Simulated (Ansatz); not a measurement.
# GeH8NSi2: the cost of one run

Computed with the Python package of Ansatz 0.2.0. Level of theory: CAM-B3LYP/def2-TZVP.

### 1 Starting point

Bond lengths: Si1–N2 1.792 Å, N2–Si3 1.792 Å, N2–Ge4 1.866 Å, Si1–H5 1.472 Å, Si1–H6 1.471 Å, Si1–H7 1.471 Å, Si3–H8 1.471 Å, Si3–H9 1.471 Å, Si3–H10 1.472 Å, Ge4–H11 1.551 Å, Ge4–H12 1.550 Å. Angles (14 of 18 angles, heavy atoms first): Si1–N2–Si3 107.5°, Si1–N2–Ge4 107.2°, Si3–N2–Ge4 107.1°, N2–Si1–H5 110.2°, N2–Si1–H6 109.6°, N2–Si1–H7 109.5°, N2–Si3–H8 109.6°, N2–Si3–H9 109.5°, N2–Si3–H10 110.2°, N2–Ge4–H11 110.1°, N2–Ge4–H12 109.6°, H5–Si1–H6 109.4°, H5–Si1–H7 109.2°, H6–Si1–H7 108.9°.

The script holds or builds the structure itself.

### 2 Script

geh8nsi2_tae.py

```python
from collections import Counter

import ansatz as az
from ase import Atoms


def total_energy(molecule, charge=0, unpaired=0):
    calc = (
        molecule.calculation()
        .basis(gaussian="def2-TZVP")
        .functional("CAM-B3LYP")
    )
    if charge:
        calc = calc.charge(charge)
    if unpaired:
        calc = calc.spin("collinear", total=unpaired)
    return calc.run(threads=1).report["free_energy_ev"]


def main() -> None:
    atoms = Atoms(["Si", "N", "Si", "Ge", "H", "H", "H", "H", "H", "H", "H", "H"], positions=[
        (0.731, 1.3055, -0.0515),
        (0.0567, -0.1192, 0.8009),
        (-1.6371, -0.3236, 0.2537),
        (1.0077, -1.614, 0.2146),
        (0.6411, 1.1167, -1.5084),
        (-0.0193, 2.511, 0.3319),
        (2.1409, 1.4817, 0.3277),
        (-2.4265, 0.8557, 0.6405),
        (-2.2185, -1.5146, 0.891),
        (-1.6839, -0.4842, -1.2086),
        (0.9148, -1.7319, -1.329),
        (2.4932, -1.4831, 0.6373),
    ])
    geometry = az.Crystal.molecule_from_ase(atoms)

    unpaired = {"Si": 2, "N": 3, "Ge": 2, "H": 1}
    counts = Counter(site.symbol for site in geometry.cartesian_sites)
    atom_energy = {s: total_energy(az.Crystal.molecule().atom(s, (0, 0, 0)), 0, unpaired[s]) for s in counts}
    whole = total_energy(geometry, 0, 1)
    for s, e in atom_energy.items():
        print(f"{s:2s} x{counts[s]}  {e:14.5f} eV")
    print(f"GeH8NSi2: {whole:.5f} eV")
    split = sum(counts[s] * e for s, e in atom_energy.items()) - whole
    print(f"atomisation energy (no zero-point term): {split:.3f} eV, {split / sum(counts.values()):.3f} eV an atom")


if __name__ == "__main__":
    main()
```

### 3 Running it

Run with:

```console
$ python geh8nsi2_tae.py
```

Q: Estimate wall time and peak memory on 1 thread of Arm Neoverse V1, shared host.

About 33 s, with a peak of 1 GiB.
